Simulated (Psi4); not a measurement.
# InNH2Cl (SMILES [NH2][In][Cl]): a chain of runs, part 2 of 2

Psi4 1.11. The steps go on from the part before.

### 3 Vibrational wavenumbers at UMP2/def2-SVP (density fitting, core potential, density fitting for correlation) (run 2)

The input, calc.dat:

```
memory 1.6 GB

molecule {
  0 2
  N     -0.222553     0.805196    -0.407746
  In    -0.389723    -1.223468    -0.190018
  Cl     1.351693    -2.194276     1.103196
  H     -1.048331     1.329506    -0.688740
  H      0.258769     1.313414     0.333259
  units angstrom
}

set globals {
  reference                  uhf
  t                          900.0
  num_frozen_docc            10
  rotational_symmetry_number 1
}

e_tot = freq('mp2/def2-SVP')
```

The run is started by

```bash
$ psi4 -n 1 calc.dat calc.out
```

calc.out:

```text
Psi4 1.11 release

         ----------------------------------------------------------
                                   FINDIF
         ----------------------------------------------------------

  Using finite-differences of gradients to determine vibrational frequencies and
  normal modes. Resulting frequencies are only valid at stationary points.
    Generating geometries for use with 3-point formula.
    Displacement size will be 5.00e-03.
    Number of atoms is 5.
    Number of irreps is 1.
    Number of SALCs is 12.
    Translations projected? 1. Rotations projected? 0.
    Index of SALCs per irrep:
      1 :  0  1  2  3  4  5  6  7  8  9  10  11
    Number of SALCs per irrep:
      Irrep 1: 12
    Number of geometries (including reference) is 25.
    Number of displacements per irrep:
      Irrep 1: 24
 25 displacements needed ...

  //>>>>>>>>>>>>>>>>>>>>>>>>>>>>>>>>>>>//
  //    FiniteDifference Computations  //
  //<<<<<<<<<<<<<<<<<<<<<<<<<<<<<<<<<<<//

    -----------------------------------------------------------------------
                               Psi4 1.11 release

    h
    h
    h

    -----------------------------------------------------------------------

    Memory:     1.5 GiB
    Threads:    1
                ecpint, einsums, f̶o̶r̶t̶e̶, gauxc, gcp, g̶d̶m̶a̶, geometric, g̶p̶u̶_̶d̶f̶c̶c̶,
                i̶n̶t̶e̶g̶r̶a̶t̶o̶r̶x̶x̶, i̶p̶i̶, libefp, m̶d̶i̶, m̶p̶2̶d̶, m̶r̶c̶c̶, ooo,
                o̶p̶e̶n̶f̶e̶r̶m̶i̶o̶n̶p̶s̶i̶4̶, pcmsolver, p̶s̶i̶4̶f̶o̶c̶k̶c̶i̶, p̶s̶i̶x̶a̶s̶,
                p̶y̶e̶i̶n̶s̶u̶m̶s̶, r̶e̶s̶p̶, s̶i̶m̶i̶n̶t̶, s̶n̶s̶m̶p̶2̶,
                v̶2̶r̶d̶m̶_̶c̶a̶s̶s̶c̶f̶

gradient() will perform analytic gradient computation.
    For method 'MP2', SCF Algorithm Type (re)set to DISK_DF.

   => Loading Basis Set <=

    Name: DEF2-SVP
    Role: ORBITAL
    Keyword: BASIS

    !!!  WARNING: ECP capability is in beta. Please check occupations closely.  !!!

         ---------------------------------------------------------
                                   SCF
                              UHF Reference
                        1 Threads,   1525 MiB Core
         ---------------------------------------------------------

  ==> Geometry <==

    Molecular point group: c1
    Full point group: C1

    Geometry (in Bohr), charge = 0, multiplicity = 2:

       Center              X                  Y                   Z               Mass
    ------------   -----------------  -----------------  -----------------  -----------------
         N           -0.404323612848     3.838299214191    -0.892139184086    14.003074004430
         IN          -0.720229129240     0.004679853615    -0.480692894242   114.903878776000
         CL           2.570570181250    -1.829881386788     1.963127387366    34.968852682000
         H           -1.964817873276     4.829101519030    -1.423140886982     1.007825032230
         H            0.505243145310     4.798692046219     0.508157323509     1.007825032230

  Running in c1 symmetry.

  Rotational constants: A =      0.38696  B =      0.08761  C =      0.07156 [cm^-1]
  Rotational constants: A =  11600.72421  B =   2626.34520  C =   2145.39697 [MHz]
  Nuclear repulsion =  154.709423731623929

  Charge       = 0
  Multiplicity = 2
  Electrons    = 47
  Nalpha       = 24
  Nbeta        = 23

  ==> Algorithm <==

  SCF Algorithm Type is DISK_DF.
  DIIS enabled.
  MOM disabled.
  Fractional occupation disabled.
  Guess Type is SAD.
  Energy threshold   = 1.00e-10
  Density threshold  = 1.00e-10
  Integral threshold = 1.00e-12

  ==> Primary Basis <==

  Basis Set: DEF2-SVP
    Blend: DEF2-SVP
    Number of shells: 30
    Number of basis functions: 68
    Number of Cartesian functions: 72
    Spherical Harmonics?: true
    Max angular momentum: 2

  Core potential: DEF2-SVP
    Number of shells: 4
    Number of ECP primitives: 18
    Number of ECP core electrons: 28
    Max angular momentum: 3

   => Loading Basis Set <=

    Name: (DEF2-SVP AUX)
    Role: JKFIT
    Keyword: DF_BASIS_SCF

  ==> Integral Setup <==

  ==> DiskDFJK: Density-Fitted J/K Matrices <==

    J tasked:                  Yes
    K tasked:                  Yes
    wK tasked:                  No
    Integrals threads:           1
    Memory [MiB]:             1144
    Algorithm:                Core
    Integral Cache:           SAVE
    Schwarz Cutoff:          1E-12
    Fitting Condition:       1E-10

   => Auxiliary Basis Set <=

  Basis Set: (DEF2-SVP AUX)
    Blend: DEF2-UNIVERSAL-JKFIT
    Number of shells: 121
    Number of basis functions: 459
    Number of Cartesian functions: 597
    Spherical Harmonics?: true
    Max angular momentum: 5

  Minimum eigenvalue in the overlap matrix is 2.4902234909E-02.
  Reciprocal condition number of the overlap matrix is 5.4302968550E-03.
    Using symmetric orthogonalization.

  ==> Pre-Iterations <==

  SCF Guess: Superposition of Atomic Densities via on-the-fly atomic UHF (no occupation information).

   -------------------------
    Irrep   Nso     Nmo
   -------------------------
     A         68      68
   -------------------------
    Total      68      68
   -------------------------

  ==> Iterations <==

                           Total Energy        Delta E     RMS |[F,P]|

[... 9 lines left out ...]
   @DF-UHF iter   9:  -704.17554101868427   -1.15394e-05   6.05366e-06 DIIS
[... 17 lines left out ...]
   @Spin Contamination Metric:   1.174123497E-02
[... 132 lines left out ...]
  E_CONVERGENCE                 => 1e-08           !
[... 250 lines left out ...]
   @DF-UHF iter SAD:  -702.47968015909032   -7.02480e+02   0.00000e+00
[... 14 lines left out ...]
   @DF-UHF iter  15:  -704.17554869289302   -8.98126e-12   1.05142e-08 DIIS
[... 24 lines left out ...]
  @DF-UHF Final Energy:  -704.17554869289427
[... 160 lines left out ...]
  R_CONVERGENCE                 => (empty)
[... 180 lines left out ...]
   @DF-UHF iter   6:  -704.17544036145307   -1.14164e-04   5.56075e-05 DIIS
[... 14 lines left out ...]
   @DF-UHF iter  21:  -704.17553407449714   -2.27374e-13   1.00680e-10 DIIS
[... 50 lines left out ...]
 Dipole Y            :         -5.0327555            5.4861814            0.4534259
[... 181 lines left out ...]
	DF-SCS(N)-MP2 Total Energy (a.u.)  :  -704.34982226254601
[... 133 lines left out ...]
   @DF-UHF iter  12:  -704.17552520424420   -1.40661e-08   3.28805e-07 DIIS
[... 17 lines left out ...]
   @S   Expected:                5.000000000E-01
[... 115 lines left out ...]
  MBIS_D_CONVERGENCE            => (empty)
[... 232 lines left out ...]
   @DF-UHF iter   3:  -704.17284633892905   -5.94434e-02   6.58570e-04 DIIS/ADIIS
[... 14 lines left out ...]
   @DF-UHF iter  18:  -704.17555749700091   -2.27374e-13   7.70095e-10 DIIS
[... 27 lines left out ...]
    Two-Electron Energy =                 495.7887095744616772
[... 172 lines left out ...]
	For this energy convergence, default residual convergence is:     3.16e-07
[... 165 lines left out ...]
   @DF-UHF iter   9:  -704.17553135118646   -1.19221e-05   6.03165e-06 DIIS
[... 17 lines left out ...]
   @Spin Contamination Metric:   1.176547926E-02
[... 97 lines left out ...]
  E_CONVERGENCE                 => 1e-08           !
[... 250 lines left out ...]
   @DF-UHF iter SAD:  -702.47240507401932   -7.02472e+02   0.00000e+00
[... 14 lines left out ...]
   @DF-UHF iter  15:  -704.17555089678933   -8.86757e-12   1.05629e-08 DIIS
[... 27 lines left out ...]
    Nuclear Repulsion Energy =            154.7134429242656779
[... 172 lines left out ...]
	Warning: cc_lambda option is changed to TRUE
[... 165 lines left out ...]
   @DF-UHF iter   7:  -704.17550627580613   -5.51407e-05   3.52883e-05 DIIS
[... 14 lines left out ...]
   @DF-UHF iter  22:  -704.17554785554364    2.27374e-13   4.68715e-11 DIIS
[... 50 lines left out ...]
 Dipole Z            :        -16.5318050           16.1186570           -0.4131481
[... 182 lines left out ...]
	DF-MP2 Total Energy (a.u.)         :  -704.54831566721896
[... 132 lines left out ...]
   @DF-UHF iter  13:  -704.17553550313028   -1.52875e-09   1.03367e-07 DIIS
[... 173 lines left out ...]
   @DF-UHF iter   1:  -704.00978368485187   -1.53442e+00   8.10979e-03 DIIS/ADIIS
[... 14 lines left out ...]
   @DF-UHF iter  16:  -704.17559719642486   -1.47793e-12   5.46504e-09 DIIS
[... 27 lines left out ...]
    Nuclear Repulsion Energy =            154.7200077498809776
[... 172 lines left out ...]
	Warning: cc_lambda option is changed to TRUE
[... 165 lines left out ...]
   @DF-UHF iter   7:  -704.17549964808450   -5.30591e-05   3.47331e-05 DIIS
[... 14 lines left out ...]
   @DF-UHF iter  22:  -704.17553996542915   -4.54747e-13   4.77611e-11 DIIS
[... 50 lines left out ...]
 Dipole Z            :        -16.5315198           16.1186570           -0.4128629
[... 182 lines left out ...]
	DF-MP2 Total Energy (a.u.)         :  -704.54831395469569
[... 132 lines left out ...]
   @DF-UHF iter  13:  -704.17554006589353   -1.43848e-09   1.00886e-07 DIIS
[... 17 lines left out ...]
   @S   Observed:                5.000000000E-01
[... 145 lines left out ...]
  PCG_CONVERGENCE               => (empty)
[... 202 lines left out ...]
   @DF-UHF iter   4:  -704.17479827841328   -2.00874e-03   2.50128e-04 DIIS/ADIIS
[... 14 lines left out ...]
   @DF-UHF iter  19:  -704.17549398003132    2.27374e-13   3.15107e-10 DIIS
[... 27 lines left out ...]
    Total Energy =                       -704.1754939800313196
[... 204 lines left out ...]
	DF-SCS-MP2 Total Energy (a.u.)     :  -704.53704791193286
[... 133 lines left out ...]
   @DF-UHF iter  10:  -704.17558542240101   -6.98901e-07   2.34070e-06 DIIS
[... 17 lines left out ...]
   @S^2 Expected:                7.500000000E-01
[... 148 lines left out ...]
  LS_THC_WEIGHTS_TOLERANCE      => (empty)
[... 195 lines left out ...]
  projected mass-weighted Hessian: Symmetric? True   Hermitian? True   Lin Dep Dim?  6 (6)
[... 42 lines left out ...]
  Vibration                       13                  14                  15
  Freq [cm^-1]                1525.4466           3578.5317           3700.7631
  Irrep                           A                   A                   A
  Reduced mass [u]              1.1026              1.0498              1.0948
  Force const [mDyne/A]         1.5117              7.9211              8.8343
  Turning point v=0 [a0]        0.2675              0.1790              0.1724
  RMS dev v=0 [a0 u^1/2]        0.1987              0.1297              0.1275
  IR activ [km/mol]            18.9250             11.7585             20.5748
  Char temp [K]               2194.7781           5148.7103           5324.5741
  ----------------------------------------------------------------------------------
      1   N                0.01 -0.08 -0.02    0.01 -0.05 -0.02   -0.07  0.01 -0.05
      2   IN               0.00  0.00 -0.00    0.00  0.00 -0.00   -0.00 -0.00 -0.00
      3   CL               0.00  0.00  0.00   -0.00  0.00 -0.00    0.00 -0.00  0.00
      4   H                0.21  0.52  0.43   -0.53  0.32 -0.20    0.61 -0.40  0.21
      5   H               -0.45  0.53 -0.10    0.38  0.36  0.55    0.30  0.33  0.47

  ==> Thermochemistry Components <==

  Entropy, S
    Electronic S                             1.377 [cal/(mol K)]        5.763 [J/(mol K)]       0.00219507 [mEh/K] (multiplicity = 2)
    Translational S                         46.715 [cal/(mol K)]      195.457 [J/(mol K)]       0.07444575 [mEh/K] (mol. weight = 165.8915 [u], P = 101325.00 [Pa])
    Rotational S                            29.293 [cal/(mol K)]      122.564 [J/(mol K)]       0.04668205 [mEh/K] (symmetry no. = 1)
    Vibrational S                           19.865 [cal/(mol K)]       83.117 [J/(mol K)]       0.03165762 [mEh/K]
  Total S                                   97.252 [cal/(mol K)]      406.901 [J/(mol K)]       0.15498048 [mEh/K]
  Correction S                               0.000 [cal/(mol K)]        0.000 [J/(mol K)]       0.00000000 [mEh/K]

  Constant volume heat capacity, Cv
    Electronic Cv                            0.000 [cal/(mol K)]        0.000 [J/(mol K)]       0.00000000 [mEh/K]
    Translational Cv                         2.981 [cal/(mol K)]       12.472 [J/(mol K)]       0.00475022 [mEh/K]
    Rotational Cv                            2.981 [cal/(mol K)]       12.472 [J/(mol K)]       0.00475022 [mEh/K]
    Vibrational Cv                          13.067 [cal/(mol K)]       54.672 [J/(mol K)]       0.02082331 [mEh/K]
  Total Cv                                  19.028 [cal/(mol K)]       79.615 [J/(mol K)]       0.03032374 [mEh/K]
  Correction Cv                              0.000 [cal/(mol K)]        0.000 [J/(mol K)]       0.00000000 [mEh/K]

  Constant pressure heat capacity, Cp
    Electronic Cp                            0.000 [cal/(mol K)]        0.000 [J/(mol K)]       0.00000000 [mEh/K]
    Translational Cp                         4.968 [cal/(mol K)]       20.786 [J/(mol K)]       0.00791703 [mEh/K]
    Rotational Cp                            2.981 [cal/(mol K)]       12.472 [J/(mol K)]       0.00475022 [mEh/K]
    Vibrational Cp                          13.067 [cal/(mol K)]       54.672 [J/(mol K)]       0.02082331 [mEh/K]
  Total Cp                                  21.016 [cal/(mol K)]       87.929 [J/(mol K)]       0.03349055 [mEh/K]
  Correction Cp                              0.000 [cal/(mol K)]        0.000 [J/(mol K)]       0.00000000 [mEh/K]

  ==> Thermochemistry Energy Analysis <==

  Raw electronic energy, E_e
  Total E_e, Electronic energy at well bottom                                          -704.54831577 [Eh]

  Zero-point vibrational energy, ZPVE = Sum_i omega_i / 2,  E_0 = E_e + ZPVE
    Vibrational ZPVE                        16.067 [kcal/mol]       67.224 [kJ/mol]       0.02560429 [Eh]        5619.492 [cm^-1]
  Correction ZPVE to E_e                    16.067 [kcal/mol]       67.224 [kJ/mol]       0.02560429 [Eh]        5619.492 [cm^-1]
  Total E_0, Enthalpy at 0 [K]                                                         -704.52271148 [Eh]
  *** Absolute enthalpy, not an enthalpy of formation ***

  Thermal (internal) energy, E (includes ZPVE and finite-temperature corrections)
    Electronic contrib to E beyond E_e       0.000 [kcal/mol]        0.000 [kJ/mol]       0.00000000 [Eh]
    Translational contrib to E               2.683 [kcal/mol]       11.225 [kJ/mol]       0.00427519 [Eh]
    Rotational contrib to E                  2.683 [kcal/mol]       11.225 [kJ/mol]       0.00427519 [Eh]
    Vibrational contrib to E                24.259 [kcal/mol]      101.498 [kJ/mol]       0.03865841 [Eh]
  Correction E                              29.624 [kcal/mol]      123.947 [kJ/mol]       0.04720879 [Eh]
  Total E, Thermal (internal) energy at  900.00 [K]                                    -704.50110697 [Eh]

  Enthalpy, H_trans = E_trans + k_B * T = E_trans + P * V
    Electronic contrib to H beyond E_e       0.000 [kcal/mol]        0.000 [kJ/mol]       0.00000000 [Eh]
    Translational contrib to H               4.471 [kcal/mol]       18.708 [kJ/mol]       0.00712532 [Eh]
    Rotational contrib to H                  2.683 [kcal/mol]       11.225 [kJ/mol]       0.00427519 [Eh]
    Vibrational contrib to H                24.259 [kcal/mol]      101.498 [kJ/mol]       0.03865841 [Eh]
  Correction H                              31.412 [kcal/mol]      131.430 [kJ/mol]       0.05005892 [Eh]
  Total H, Enthalpy at  900.00 [K]                                                     -704.49825685 [Eh]
  *** Absolute enthalpy, not an enthalpy of formation ***

  Gibbs free energy, G = H - T * S
    Electronic contrib to G beyond E_e      -1.240 [kcal/mol]       -5.187 [kJ/mol]      -0.00197556 [Eh]
    Translational contrib to G             -37.573 [kcal/mol]     -157.204 [kJ/mol]      -0.05987585 [Eh]
    Rotational contrib to G                -23.681 [kcal/mol]      -99.083 [kJ/mol]      -0.03773865 [Eh]
    Vibrational contrib to G                 6.380 [kcal/mol]       26.692 [kJ/mol]       0.01016655 [Eh]
  Correction G                             -56.114 [kcal/mol]     -234.781 [kJ/mol]      -0.08942351 [Eh]
  Total G, Gibbs energy at  900.00 [K]                                                 -704.63773928 [Eh]
  *** Absolute Gibbs energy, not a free energy of formation ***

    Psi4 run time: 0:01:11.54

[set-up sections that repeat, and orbital energies of the middle runs, are left out above]
```

The script printed:

```text
Warning: used thermodynamics relations inappropriate for low-frequency modes: ['117.2515' '267.0346' '360.0857' '370.0256' '602.3773']
```

Wall time 73 s (1 thread of Intel Xeon 6975P-C (Granite Rapids), shared host); peak memory 0.7 GiB.

### 4 Results

The summary covers parts 1 to 2.

| quantity | value |
| --- | --- |
| run 1, UMP2/def2-SVP: total energy at the end | -704.54832 Eh |
| run 1, UMP2/def2-SVP: HOMO energy (Hartree–Fock orbitals) (highest over α and β) | -8.90 eV |
| run 1, UMP2/def2-SVP: LUMO energy (Hartree–Fock orbitals) (lowest over α and β) | -0.08 eV |
| run 1, UMP2/def2-SVP: correlation energy (10 core orbitals frozen) | -372.8 mEh |
| run 1, UMP2/def2-SVP: ⟨S²⟩ of the reference determinant | 0.762 |
| run 2, UMP2/def2-SVP: lowest harmonic wavenumber | 117 cm⁻¹ |
| run 2, UMP2/def2-SVP: highest harmonic wavenumber | 3701 cm⁻¹ |
| run 2, UMP2/def2-SVP: zero-point energy | 67.2 kJ/mol |
| run 2, UMP2/def2-SVP: ideal-gas entropy at 900 K (symmetry number 1 as used) | 97.3 cal/(mol K) |

In words: The optimisation (run 1, UMP2/def2-SVP) took 7 steps and changed the energy by -0.021 eV. All 9 modes (run 2, UMP2/def2-SVP) are real, so the shape is a minimum at this level.
